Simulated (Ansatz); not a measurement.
# WCl4O: up Jacob's ladder to CCSD(T)

An exercise on one series of results from a longer session: the logs are not shown, and one member is left open.

Program: Ansatz 0.2.0, Gaussian basis. Level of theory: functionals in def2-TZVPP, the program's frozen cores in correlated methods. These are calculated values, not measurements.

Plan: LDA (SPW92), PBE-D4, revPBE-D4, BLYP-D4, r2SCAN-D4, B97M-V, PBE0-D4, B3LYP-D4, r2SCANh-D4, r2SCAN0-D4, HSE06-D4, BHLYP-D4, CAM-B3LYP-D4, LC-ωPBE, ωB97X-V, ωB97M-V, B2PLYP, PBE-QIDH; CCSD(T)/def2-SVP; CCSD(T)/def2-TZVPP; MP2/def2-QZVPP; extrapolation to the limit; RPA on PBE.

## The relaxed structure

All runs share one geometry, relaxed beforehand with PBE0-D4 in a triple-zeta def2 set. W takes the def2 core potential; no spin-orbit term is included.

SMILES `[O]=[W]([Cl])([Cl])([Cl])[Cl]`, 6 atoms, charge 0, spin multiplicity 1.

Atoms are counted from 1 here; the program's logs count them from 0.

Bond lengths: O1–W2 1.668 Å, W2–Cl3 2.287 Å, W2–Cl4 2.287 Å, W2–Cl5 2.287 Å, W2–Cl6 2.287 Å. Angles: O1–W2–Cl3 104.0°, O1–W2–Cl4 103.9°, O1–W2–Cl5 104.0°, O1–W2–Cl6 103.9°, Cl3–W2–Cl4 86.7°, Cl3–W2–Cl5 151.9°, Cl3–W2–Cl6 86.7°, Cl4–W2–Cl5 86.7°, Cl4–W2–Cl6 152.3°, Cl5–W2–Cl6 86.7°.

Set-up of the first run:

Contents of in.yaml:

```yaml
crystal:
  periodic: [false, false, false]
  atoms:
    - {symbol: O, position_ang: [-1.731645, -0.141220, 0.210475]}
    - {symbol: W, position_ang: [-0.081611, -0.017343, 0.003413]}
    - {symbol: Cl, position_ang: [0.787940, -1.019266, 1.866372]}
    - {symbol: Cl, position_ang: [0.474312, -1.929757, -1.121557]}
    - {symbol: Cl, position_ang: [0.146701, 1.067050, -1.997241]}
    - {symbol: Cl, position_ang: [0.446403, 1.976438, 0.992338]}
basis:
  gaussian: {orbitals: def2-TZVPP}
hamiltonian: {xc: lda}
output: {orbitals: {seedname: orbitals}}
```

Run with:

```
> ansatz run in.yaml --threads 2 --pin off --events-out ev --progress --plain --max-ram 32768MiB --backend cpu
```

Among the steps run: LDA; PBE-D4 (GGA); revPBE-D4 (GGA); BLYP-D4 (GGA); r2SCAN-D4 (meta-GGA); B97M-V (meta-GGA); B3LYP-D4 (hybrid); r2SCANh-D4 (hybrid); r2SCAN0-D4 (hybrid); HSE06-D4 (hybrid); BHLYP-D4 (hybrid); CAM-B3LYP-D4 (range-separated); LC-ωPBE (range-separated); ωB97X-V (range-separated); ωB97M-V (range-separated); B2PLYP (double hybrid); PBE-QIDH (double hybrid).

One table of the session follows, with a row left open; its other results are not shown here.

It belongs to the step «Frontier levels by functional». 

```
  functional  HOMO (eV)  LUMO (eV)  gap (eV)
 LDA (SPW92)      -7.77      -5.71      2.06
      PBE-D4      -7.60      -5.48      2.12
   revPBE-D4      -7.54      -5.40      2.15
     BLYP-D4      -7.42      -5.34      2.08
   r2SCAN-D4      -7.97      -5.55      2.42
      B97M-V      -8.05      -5.52      2.53
     PBE0-D4      -8.96      -4.94      4.02
    B3LYP-D4          ?          ?         ?
  r2SCANh-D4      -8.46      -5.32      3.14
  r2SCAN0-D4      -9.20      -4.96      4.24
    HSE06-D4      -8.56      -5.31      3.25
    BHLYP-D4     -10.17      -4.15      6.02
CAM-B3LYP-D4     -10.28      -3.96      6.31
     LC-ωPBE     -11.69      -2.97      8.72
     ωB97X-V     -11.31      -2.99      8.32
     ωB97M-V     -11.14      -2.97      8.16
```

Estimate the missing values for B3LYP-D4.

Worked estimate for «HOMO (eV)». Against the share of exact exchange, BLYP-D4 (0, -7.42), BHLYP-D4 (0.5, -10.17) give a slope of -5.50 per unit share; at 0.2 the line stands at -8.52.

**Answer.** HOMO (eV): -8.68; LUMO (eV): -5.09; gap (eV): 3.59. In «HOMO (eV)» the line misses by +0.16.
